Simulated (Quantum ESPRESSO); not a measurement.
Crystal: Ti.

```xyz
1
Lattice="0.0000 2.0750 2.0750 2.0750 0.0000 2.0750 2.0750 2.0750 0.0000" Properties=species:S:1:pos:R:3 pbc="T T T"
Ti    0.0000    0.0000    0.0000
```

The cell was built by a generator and needn't be a form met in nature.

Base run:

| Property | Result |
| --- | --- |
| Program | Quantum ESPRESSO 7.5 |
| Functional | LDA |
| Potentials or basis | GBRV 1.5 LDA |
| Cutoff | 612 eV |
| Density cutoff | 4898 eV |
| k mesh | 16 × 16 × 16 |
| Occupations | methfessel-paxton, width 0.1 eV |
| Spin | no spin polarisation |

Its results: band gap on the k mesh none (metal or under the smearing width); pressure -11.0 GPa.

The run is repeated on the same cell with these changes: functional from LDA to PBEsol; potentials or basis from GBRV 1.5 LDA to GBRV 1.5 PBEsol. What comes out?

Band gap on the k mesh none (metal or under the smearing width); pressure -7.0 GPa.

Not every run made on this cell is shown here.
